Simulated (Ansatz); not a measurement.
**Na: a listed cell, distorted in several ways**

A set of self-consistent runs on Na under moves of single atoms, swapped elements, distortions that keep the symmetry, other functionals, to map its energy surface near the listed cell.

Program: Ansatz 0.2.0. Level of theory: DFT PBEsol, scalar-relativistic, plane waves, PAW. These are calculated values, not measurements.

### 1 The system as given

Symmetry: P6_3/mmc, No. 194, hexagonal system. The conventional cell has a = 3.700 Å, b = 3.700 Å, c = 12.537 Å, α = 90.00°, β = 90.00°, γ = 120.00°. Na (site symmetry -3m) is surrounded by 12 Na at 3.70 to 3.79 Å. Na (site symmetry -6m2) has 12 Na at 3.70 to 3.79 Å as nearest neighbours.

Coordinates:

```cif
data_structure
_symmetry_space_group_name_H-M 'P6_3/mmc'
_symmetry_Int_Tables_number 194
_cell_length_a 3.7004
_cell_length_b 3.7004
_cell_length_c 12.5373
_cell_angle_alpha 90.000
_cell_angle_beta 90.000
_cell_angle_gamma 120.000
_cell_volume 148.67
loop_
_atom_site_label
_atom_site_type_symbol
_atom_site_symmetry_multiplicity
_atom_site_Wyckoff_symbol
_atom_site_fract_x
_atom_site_fract_y
_atom_site_fract_z
_atom_site_occupancy
Na1 Na 2 a 0.00000 0.00000 0.00000 1
Na2 Na 2 c 0.33333 0.66667 0.25000 1
```

The structure comes from the Materials Project (structure only).

### 2 One atom moved

The change: atom 4 (Na) moved by 0.05 Å.

File input.yaml:

```yaml
crystal:
  lattice:
    - [3.7003831212, 0.0, 0.0]
    - [-1.8501915606, 3.2046257867, 0.0]
    - [0.0, 0.0, 12.53732154]
  atoms:
    - { symbol: Na, position: [0.0, 0.0, 0.0] }
    - { symbol: Na, position: [0.33333333, 0.66666667, 0.25] }
    - { symbol: Na, position: [0.0, 0.0, 0.5] }
    - { symbol: Na, position: [0.6690329334, 0.3417087229, 0.7528307482] }
basis:
  ecutwfc: 420
kpoints:
  mp_grid: { grid: [12, 12, 4] }
hamiltonian:
  xc: pbesol
scf:
  occupations: { method: gaussian, width: 0.1 }
output:
  forces: true
  stress: true
  eigenvalues: true
```

Launch:

```bash
> ansatz run input.yaml --threads 1 --pin off --max-ram 1331MiB --backend cpu --events-out ev --progress --plain --runs-dir out
```

### 3 Another functional, on a distorted cell: r2SCAN

File input.yaml:

```yaml
crystal:
  lattice:
    - [3.852357856, 0.0, 0.0]
    - [-1.926178928, 3.3362397678, 0.0]
    - [0.0, 0.0, 13.0522293356]
  atoms:
    - { symbol: Na, position: [0.0, 0.0, 0.0] }
    - { symbol: Na, position: [0.33333333, 0.66666667, 0.25] }
    - { symbol: Na, position: [0.0, 0.0, 0.5] }
    - { symbol: Na, position: [0.66666667, 0.33333333, 0.75] }
basis:
  ecutwfc: 500
kpoints:
  mp_grid: { grid: [15, 15, 4] }
hamiltonian:
  xc: r2scan
scf:
  occupations: { method: gaussian, width: 0.1 }
output:
  forces: true
  stress: true
  eigenvalues: true
```

### 4 Substitution of an element, cell strained: Na → Cs, first probe

File input.yaml:

```yaml
crystal:
  lattice:
    - [4.7713738622, 0.0, 0.0]
    - [-2.3856869311, 4.1321309757, 0.0]
    - [0.0, 0.0, 16.6481189474]
  atoms:
    - { symbol: Cs, position: [0.0, 0.0, 0.0] }
    - { symbol: Cs, position: [0.33333333, 0.66666667, 0.25] }
    - { symbol: Cs, position: [0.0, 0.0, 0.5] }
    - { symbol: Cs, position: [0.66666667, 0.33333333, 0.75] }
basis:
  ecutwfc: 420
kpoints:
  mp_grid: { grid: [6, 6, 1] }
hamiltonian:
  xc: pbesol
scf:
  occupations: { method: gaussian, width: 0.1 }
output:
  forces: true
  stress: true
  eigenvalues: true
```

### 5 Substitution of an element, cell strained: Na → Cs

input.yaml: that of step 4 with these lines changed.

```diff
@@ -13,3 +13,3 @@
 kpoints:
-  mp_grid: { grid: [6, 6, 1] }
+  mp_grid: { grid: [12, 12, 4] }
 hamiltonian:
```

### 6 A change within the space group

File input.yaml:

```yaml
crystal:
  lattice:
    - [3.672371221, 0.0, 0.0]
    - [-1.8361856105, 3.1803667695, 0.0]
    - [0.0, 0.0, 11.3140550773]
  atoms:
    - { symbol: Na, position: [0.0, 0.0, 0.0] }
    - { symbol: Na, position: [0.33333333, 0.66666667, 0.25] }
    - { symbol: Na, position: [0.0, 0.0, 0.5] }
    - { symbol: Na, position: [0.66666667, 0.33333333, 0.75] }
basis:
  ecutwfc: 420
kpoints:
  mp_grid: { grid: [15, 15, 4] }
hamiltonian:
  xc: pbesol
scf:
  occupations: { method: gaussian, width: 0.1 }
output:
  forces: true
  stress: true
  eigenvalues: true
  populations: true
```

### 7 One element swapped, cell strained: Na → Li, first probe

File input.yaml:

```yaml
crystal:
  lattice:
    - [3.1710376983, 0.0, 0.0]
    - [-1.5855188491, 2.7461992031, 0.0]
    - [0.0, 0.0, 10.7438386611]
  atoms:
    - { symbol: Li, position: [0.0, 0.0, 0.0] }
    - { symbol: Li, position: [0.33333333, 0.66666667, 0.25] }
    - { symbol: Li, position: [0.0, 0.0, 0.5] }
    - { symbol: Li, position: [0.66666667, 0.33333333, 0.75] }
basis:
  ecutwfc: 420
kpoints:
  mp_grid: { grid: [6, 6, 2] }
hamiltonian:
  xc: pbesol
scf:
  occupations: { method: gaussian, width: 0.1 }
output:
  forces: true
  stress: true
  eigenvalues: true
```

### 8 Substitution of an element, cell strained: Na → Li

input.yaml: that of step 7 with these lines changed.

```diff
@@ -13,3 +13,3 @@
 kpoints:
-  mp_grid: { grid: [6, 6, 2] }
+  mp_grid: { grid: [15, 15, 4] }
 hamiltonian:
```

### 9 A change within the space group

File input.yaml:

```yaml
crystal:
  lattice:
    - [3.5829329609, 0.0, 0.0]
    - [-1.7914664805, 3.1029109642, 0.0]
    - [0.0, 0.0, 11.9513271312]
  atoms:
    - { symbol: Na, position: [0.0, 0.0, 0.0] }
    - { symbol: Na, position: [0.33333333, 0.66666667, 0.25] }
    - { symbol: Na, position: [0.0, 0.0, 0.5] }
    - { symbol: Na, position: [0.66666667, 0.33333333, 0.75] }
basis:
  ecutwfc: 420
kpoints:
  mp_grid: { grid: [15, 15, 4] }
hamiltonian:
  xc: pbesol
scf:
  occupations: { method: gaussian, width: 0.1 }
output:
  forces: true
  stress: true
  eigenvalues: true
```

**Question.** What will these runs give? Wanted: for each run, case; energy; pressure; largest force.

As calculated:

| step | case | energy (meV/atom) | pressure (GPa) | largest force (eV/Å) | gap on the mesh (eV) |
| --- | --- | --- | --- | --- | --- |
| 2 | one atom moved | +0.0 | -0.2 | 0.02 | 0.00 |
| 3 | another functional, on a distorted cell: r2SCAN | n/a | -0.7 | 0.00 | 0.00 |
| 5 | substitution of an element, cell strained: Na → Cs | n/a | 0.9 | 0.00 | 0.00 |
| 6 | a change within the space group | +11.4* | 0.9 | 0.00 | 0.00 |
| 8 | substitution of an element, cell strained: Na → Li | n/a | -1.6 | 0.00 | 0.00 |
| 9 | a change within the space group | +8.6* | 0.8 | 0.00 | 0.00 |

Energies are counted from step 2, with the smearing taken to zero; a star marks another k mesh, which can shift energies by itself, so starred rows don't rank against the others. Other atoms or functionals have another zero of energy (n/a). A gap of 0.00 means none on the mesh at this level.

In words: The distorted cells of the listed formula and level show no gap on the mesh.
